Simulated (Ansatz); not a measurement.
Relaxation of a periodic cell of 15 atoms, MoW14 (host W, host structure bcc, dopant Mo, one W atom removed), to a largest force component of 0.03 eV/Å in at most 60 steps.

All numbers below come from DFT PBE, scalar-relativistic, plane waves, PAW (Ansatz 0.2.0). Settings: PAW set soft_1, cutoff 420 eV, k mesh 3x3x3, gaussian smearing 0.1 eV, no spin polarisation.

```xyz
15
Lattice="6.3200 0.0000 0.0000 0.0000 6.3200 0.0000 0.0000 0.0000 6.3200" Properties=species:S:1:pos:R:3:forces:R:3
Mo 1.580 -1.580 -1.580 -0.29 0.29 0.29
W 3.160 0.000 0.000 -0.02 -0.04 -0.04
W 0.000 3.160 0.000 0.04 0.02 -0.04
W 0.000 0.000 3.160 0.04 -0.04 0.02
W 1.580 1.580 1.580 -0.32 -0.34 -0.34
W 3.160 3.160 0.000 -0.04 0.04 -0.01
W 3.160 0.000 3.160 -0.04 -0.01 0.04
W 4.740 1.580 1.580 0.32 -0.32 -0.32
W 0.000 3.160 3.160 0.01 0.04 0.04
W 1.580 4.740 1.580 -0.30 0.30 -0.30
W 1.580 1.580 4.740 -0.30 -0.30 0.30
W 3.160 3.160 3.160 -0.07 0.07 0.07
W 4.740 4.740 1.580 0.34 0.32 -0.34
W 4.740 1.580 4.740 0.34 -0.34 0.32
W 4.740 4.740 4.740 0.30 0.30 0.30
```

Q: Where does it end, and by what steps?

A: The run converged. Limits of this set-up: coarse k mesh, a small cell, in which the defect meets its images, a typed lattice constant that wasn't relaxed here. After 2 steps the energy has fallen by 0.059 eV; W5 moved furthest, 0.03 Å.

```csv
step,energy less start (eV),largest force component (eV/Å),accepted
0,0.0000,0.340,yes
1,0.6015,1.016,no
2,-0.0586,0.017,yes
```

```xyz
15
Lattice="6.3200 0.0000 0.0000 0.0000 6.3200 0.0000 0.0000 0.0000 6.3200" Properties=species:S:1:pos:R:3
Mo 1.565 -1.565 -1.565
W 3.159 -0.002 -0.002
W 0.002 3.161 -0.002
W 0.002 -0.002 3.161
W 1.564 1.563 1.563
W 3.159 3.161 0.000
W 3.159 0.000 3.161
W 4.755 1.565 1.565
W 0.000 3.161 3.161
W 1.566 4.754 1.566
W 1.566 1.566 4.754
W 3.158 3.162 3.162
W 4.757 4.756 1.563
W 4.757 1.563 4.756
W 4.754 4.754 4.754
```

Whether the end is a true minimum wasn't checked by a vibrational analysis.

The run took 14 s on 4 threads of Arm Neoverse V2 (shared host), peak memory 0.89 GiB.
